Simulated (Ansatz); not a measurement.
# triplet C3H7Br at 3 levels

Wanted: a comparison of 3 runs (UHF/def2-SVP, UBLYP/def2-SVP, RPA@PBE0/def2-SVP) of triplet C3H7Br. 

The calculation is run with Ansatz 0.2.0.

55 further runs of the same task are left out: 55 set aside as unsound or not needed.

## Step 1: The structure to begin with

C3H7Br: 11 atoms, total charge 0, spin state triplet. As SMILES of the parent species, `CCCBr`. Geometry: relaxed at PBE0-D4/def2-TZVP. This is one conformer, not always the lowest. That shape belongs to the parent species and isn't relaxed for this state.

Bond lengths: C1–C2 1.517 Å, C2–C3 1.510 Å, C3–Br4 1.953 Å, C1–H5 1.092 Å, C1–H6 1.092 Å, C1–H7 1.093 Å, C2–H8 1.094 Å, C2–H9 1.098 Å, C3–H10 1.089 Å, C3–H11 1.088 Å. Some angles: C1–C2–C3 114.2°, C2–C3–Br4 112.5°, C1–C2–H8 110.4°, C1–C2–H9 109.7°, C3–C2–H8 109.3°, C3–C2–H9 106.4°, C2–C1–H5 111.0°, C2–C1–H6 110.9°, C2–C1–H7 111.1°, C2–C3–H10 112.1°.

## Step 2: A single-point energy at UHF/def2-SVP (run 1)

Contents of in.yaml:

```yaml
crystal:
  periodic: [false, false, false]
  atoms:
    - symbol: C
      position_ang: [-0.555400, 1.176300, 0.174600]
    - symbol: C
      position_ang: [-0.232700, -0.258200, 0.548300]
    - symbol: C
      position_ang: [0.751200, -0.933400, -0.376500]
    - symbol: Br
      position_ang: [0.042600, -1.165200, -2.181600]
    - symbol: H
      position_ang: [-1.020500, 1.228900, -0.811600]
    - symbol: H
      position_ang: [-1.242800, 1.621500, 0.896400]
    - symbol: H
      position_ang: [0.349400, 1.789900, 0.151000]
    - symbol: H
      position_ang: [-1.148000, -0.854800, 0.598800]
    - symbol: H
      position_ang: [0.212600, -0.288200, 1.551000]
    - symbol: H
      position_ang: [1.664500, -0.352300, -0.499500]
    - symbol: H
      position_ang: [1.004600, -1.937400, -0.042700]
basis:
  gaussian: {orbitals: def2-SVP}
magnetization: {spin_polarized: true, initial_magnetization: 2}
hamiltonian: {xc: hf}
accuracy: high
output: {orbitals: {seedname: orbitals}}
```

On the command line:

```sh
ansatz run in.yaml --threads 1 --pin off --max-ram 3480MiB --events-out events.jsonl --progress --plain --runs-dir runs
```

Output:

```text
Warning: RAYON_NUM_THREADS=1 ignored (pool sized by the plan → 1); use --threads N
Functional definition: HF
  name "HF"
  exchange = exact_x
  correlation = 0
2527 factors; integrals over basis functions are off by at most 4.7e-9 eV
mean field evaluation 1: about -73181.5836 eV, gradient 2.0e1 eV
mean field evaluation 2: about -73181.6929 eV, gradient 2.0e1 eV
mean field evaluation 4: about -73184.5740 eV, gradient 3.3e0 eV
mean field evaluation 8: about -73184.7472 eV, gradient 2.2e-1 eV
mean field evaluation 16: about -73184.7485 eV, gradient 9.6e-6 eV
mean field evaluation 32: about -73184.7280 eV, gradient 4.9e-2 eV
mean field evaluation 64: about -73184.1009 eV, gradient 2.5e0 eV
mean field evaluation 96: about -73183.3433 eV, gradient 8.1e-1 eV
mean field evaluation 128: about -73184.6945 eV, gradient 1.6e0 eV
mean field -73184.74851490 eV, -2689.4899015184 hartree, gradient 8.2e-8 eV, S^2 2.016780; 3 other end points of the search recorded, 0 dependent functions left out
reference -73184.74851490 eV, -2689.4899015184 hartree; 31, 29 occupied and 78, 80 virtual orbitals, 2527 factors
Total energy: -73184.74851490 eV, -2689.4899015184 hartree
```

Wall time 16 s (1 thread of AMD EPYC 9R14 (Zen 4), shared host); peak memory 0.56 GiB.

## Step 3: A single-point energy at UBLYP/def2-SVP (run 2)

Contents of molecule.yaml:

```yaml
crystal:
  periodic: [false, false, false]
  atoms:
    - {symbol: C, position_ang: [-0.555400, 1.176300, 0.174600]}
    - {symbol: C, position_ang: [-0.232700, -0.258200, 0.548300]}
    - {symbol: C, position_ang: [0.751200, -0.933400, -0.376500]}
    - {symbol: Br, position_ang: [0.042600, -1.165200, -2.181600]}
    - {symbol: H, position_ang: [-1.020500, 1.228900, -0.811600]}
    - {symbol: H, position_ang: [-1.242800, 1.621500, 0.896400]}
    - {symbol: H, position_ang: [0.349400, 1.789900, 0.151000]}
    - {symbol: H, position_ang: [-1.148000, -0.854800, 0.598800]}
    - {symbol: H, position_ang: [0.212600, -0.288200, 1.551000]}
    - {symbol: H, position_ang: [1.664500, -0.352300, -0.499500]}
    - {symbol: H, position_ang: [1.004600, -1.937400, -0.042700]}
basis:
  gaussian:
    orbitals: def2-SVP
magnetization:
  spin_polarized: true
  initial_magnetization: 2
hamiltonian:
  xc: {name: BLYP}
accuracy: high
output: {orbitals: {seedname: orbitals}}
```

On the command line:

```sh
ansatz run molecule.yaml --threads 1 --pin off --max-ram 3480MiB --events-out events.jsonl --progress --plain --runs-dir runs
```

Output:

```text
Warning: RAYON_NUM_THREADS=1 ignored (pool sized by the plan → 1); use --threads N
Functional definition: BLYP
  name "BLYP"
  parameter beta = 0.0042
  parameter a = 0.04918
  parameter b = 0.132
  parameter c = 0.2533
  parameter d = 0.349
  exchange = b88_x(beta = beta)
  correlation = lyp_c(a = a, b = b, c = c, d = d)
2527 factors; integrals over basis functions are off by at most 4.7e-9 eV
mean field evaluation 1: about -73238.1316 eV, gradient 5.4e1 eV
mean field evaluation 2: about -73186.9764 eV, gradient 1.0e2 eV
mean field evaluation 4: about -73252.8024 eV, gradient 1.1e1 eV
mean field evaluation 8: about -73253.5640 eV, gradient 8.7e-1 eV
mean field evaluation 16: about -73253.5728 eV, gradient 6.0e-3 eV
mean field evaluation 32: about -73248.9751 eV, gradient 1.6e1 eV
mean field evaluation 64: about -73253.2607 eV, gradient 6.4e0 eV
mean field -73253.57281498 eV, -2692.0191478957 hartree, gradient 9.9e-8 eV, S^2 2.001990; 6 other end points of the search recorded, 0 dependent functions left out
reference -73253.57287172 eV, -2692.0191499807 hartree; 31, 29 occupied and 78, 80 virtual orbitals, 2527 factors
Total energy: -73253.57287172 eV, -2692.0191499807 hartree
```

Wall time 18 s (1 thread of AMD EPYC 9R14 (Zen 4), shared host); peak memory 0.44 GiB.

## Step 4: The energy at RPA@PBE0/def2-SVP (run 3)

Contents of run.yaml:

```yaml
crystal:
  periodic: [false, false, false]
  atoms:
    - symbol: C
      position_ang: [-0.555400, 1.176300, 0.174600]
    - symbol: C
      position_ang: [-0.232700, -0.258200, 0.548300]
    - symbol: C
      position_ang: [0.751200, -0.933400, -0.376500]
    - symbol: Br
      position_ang: [0.042600, -1.165200, -2.181600]
    - symbol: H
      position_ang: [-1.020500, 1.228900, -0.811600]
    - symbol: H
      position_ang: [-1.242800, 1.621500, 0.896400]
    - symbol: H
      position_ang: [0.349400, 1.789900, 0.151000]
    - symbol: H
      position_ang: [-1.148000, -0.854800, 0.598800]
    - symbol: H
      position_ang: [0.212600, -0.288200, 1.551000]
    - symbol: H
      position_ang: [1.664500, -0.352300, -0.499500]
    - symbol: H
      position_ang: [1.004600, -1.937400, -0.042700]
basis:
  gaussian:
    orbitals: def2-SVP
magnetization:
  spin_polarized: true
  initial_magnetization: 2
hamiltonian:
  xc: pbe0
correlation:
  method: rpa
  frozen_orbitals: {Br: 9, C: 1, H: 0}
accuracy: high
```

On the command line:

```sh
ansatz run run.yaml --threads 1 --pin off --max-ram 3480MiB --events-out events.jsonl --progress --plain --runs-dir runs
```

Output:

```text
Warning: RAYON_NUM_THREADS=1 ignored (pool sized by the plan → 1); use --threads N
Functional definition: PBE0
  name "PBE0"
  parameter a = 0.25
  parameter kappa = 0.804
  parameter beta = 0.06672455060314922
  exchange = (1 - a)*pbe_x(kappa = kappa, mu = beta*pi^2/3) + a*exact_x
  correlation = pbe_c(beta = beta)
2527 factors; integrals over basis functions are off by at most 4.7e-9 eV
mean field evaluation 1: about -73234.6103 eV, gradient 4.0e1 eV
mean field evaluation 2: about -73234.9230 eV, gradient 4.0e1 eV
mean field evaluation 4: about -73242.4522 eV, gradient 1.1e1 eV
mean field evaluation 8: about -73243.1384 eV, gradient 9.5e-1 eV
mean field evaluation 16: about -73243.1432 eV, gradient 1.8e-2 eV
mean field evaluation 32: about -73243.1438 eV, gradient 6.0e-4 eV
mean field evaluation 64: about -73243.0474 eV, gradient 2.7e0 eV
mean field evaluation 96: about -73243.1427 eV, gradient 3.2e-1 eV
mean field -73243.14379886 eV, -2691.6358886222 hartree, gradient 8.9e-8 eV, S^2 2.004271; 5 other end points of the search recorded, 0 dependent functions left out
12 core orbitals not correlated: weight in the atoms' cores, before any rotation towards them, 1.000 or more for the frozen orbitals, at most 0.000 for the correlated occupied ones
reference -73184.10909938 eV, -2689.4664034314 hartree; 19, 17 occupied and 78, 80 virtual orbitals, 2527 factors
Total energy: -73210.37761215 eV, -2690.4317534704 hartree
```

It took 59 s on 1 thread of AMD EPYC 9R14 (Zen 4), shared host; peak memory 0.78 GiB.

## Step 5: The series

```csv
run,level,frozen core orbitals,energy (Eh),HOMO energy (eV),⟨S²⟩,wall time
1,UHF/def2-SVP,–,-2689.489902,-5.04,2.017,16 s
2,UBLYP/def2-SVP,–,-2692.019150,-0.70,2.002,18 s
3,RPA@PBE0/def2-SVP,12,-2690.431753,–,2.004,59 s
```

## Step 6: What came out

```
                                quantity           value
                     run 3: total energy  -2690.43175 Eh
 run 3: RPA correlation energy (valence)      -965.4 mEh
run 3: ⟨S²⟩ of the reference determinant           2.004
```

All runs together took 93 s, the longest 59 s.
